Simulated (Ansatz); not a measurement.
**GeF₃ radical: one species, many methods**

One table from this session's results is given with a row withheld; the runs are named, their logs left out.

Program: Ansatz 0.2.0, Gaussian basis. Level of theory: functionals in def2-TZVPP, the program's frozen cores in correlated methods. These are calculated values, not measurements.

Plan: LDA (SPW92), PBE-D4, revPBE-D4, BLYP-D4, r2SCAN-D4, B97M-V, PBE0-D4, B3LYP-D4, r2SCANh-D4, r2SCAN0-D4, HSE06-D4, BHLYP-D4, CAM-B3LYP-D4, LC-ωPBE, ωB97X-V, ωB97M-V, B2PLYP, PBE-QIDH; CCSD(T)/def2-SVP; CCSD(T)/def2-TZVPP; MP2/def2-QZVPP; extrapolation to the limit; RPA on PBE.

## Structure used throughout

An earlier PBE0-D4 in a triple-zeta def2 set relaxation fixed the geometry.

SMILES `[F][Ge]([F])[F]`, 4 atoms, charge 0, spin multiplicity 2.

Atoms are counted from 1 here; the program's logs count them from 0.

Bond lengths: F1–Ge2 1.721 Å, Ge2–F3 1.721 Å, Ge2–F4 1.721 Å. Angles: F1–Ge2–F3 106.5°, F1–Ge2–F4 106.5°, F3–Ge2–F4 106.5°.

The first run:

in.yaml reads:

```yaml
crystal:
  periodic: [false, false, false]
  atoms:
    - {symbol: F, position_ang: [0.773015, -0.481718, 1.324219]}
    - {symbol: Ge, position_ang: [0.320407, -0.234681, -0.317322]}
    - {symbol: F, position_ang: [-1.293087, -0.812030, -0.471724]}
    - {symbol: F, position_ang: [0.255163, 1.468129, -0.555474]}
basis:
  gaussian: {orbitals: def2-TZVPP}
magnetization: {spin_polarized: true, initial_magnetization: 1}
hamiltonian: {xc: lda}
output: {orbitals: {seedname: orbitals}}
```

Among the steps run: LDA; PBE-D4 (GGA); revPBE-D4 (GGA); BLYP-D4 (GGA); r2SCAN-D4 (meta-GGA); B97M-V (meta-GGA); PBE0-D4 (hybrid); B3LYP-D4 (hybrid); r2SCANh-D4 (hybrid); r2SCAN0-D4 (hybrid); HSE06-D4 (hybrid); BHLYP-D4 (hybrid); CAM-B3LYP-D4 (range-separated); LC-ωPBE-D4 (range-separated; the results give it without D4); ωB97X-V (range-separated); ωB97M-V (range-separated); B2PLYP (double hybrid); PBE-QIDH (double hybrid).

One table of the session follows, with a row left open; its other results are not shown here.

It belongs to the step «Orbital energies across the functionals». 

| functional | HOMO (eV) | LUMO (eV) | gap (eV) |
| --- | --- | --- | --- |
| LDA (SPW92) | -7.39 | -6.34 | 1.04 |
| PBE-D4 | -7.23 | -5.86 | 1.37 |
| revPBE-D4 | -7.17 | -5.66 | 1.51 |
| BLYP-D4 | -7.10 | -5.96 | 1.14 |
| r2SCAN-D4 | -7.73 | -5.49 | 2.25 |
| B97M-V | -7.53 | -6.01 | 1.52 |
| PBE0-D4 | -8.70 | -4.89 | 3.81 |
| B3LYP-D4 | -8.44 | -5.40 | 3.04 |
| r2SCANh-D4 | ? | ? | ? |
| r2SCAN0-D4 | -9.07 | -4.64 | 4.43 |
| HSE06-D4 | -8.30 | -5.27 | 3.03 |
| BHLYP-D4 | -10.03 | -4.12 | 5.91 |
| CAM-B3LYP-D4 | -10.09 | -4.05 | 6.03 |
| LC-ωPBE | -11.45 | -2.41 | 9.03 |
| ωB97X-V | -10.94 | -2.88 | 8.06 |
| ωB97M-V | -10.83 | -2.98 | 7.85 |

**Question.** Estimate the row for r2SCANh-D4.

Worked estimate for «HOMO (eV)». Against the share of exact exchange, r2SCAN-D4 (0, -7.73), r2SCAN0-D4 (0.25, -9.07) give a slope of -5.36 per unit share; at 0.1 the line stands at -8.27.

**Answer.** HOMO (eV): -8.27; LUMO (eV): -5.14; gap (eV): 3.12. In «HOMO (eV)» the line misses by 0.00.
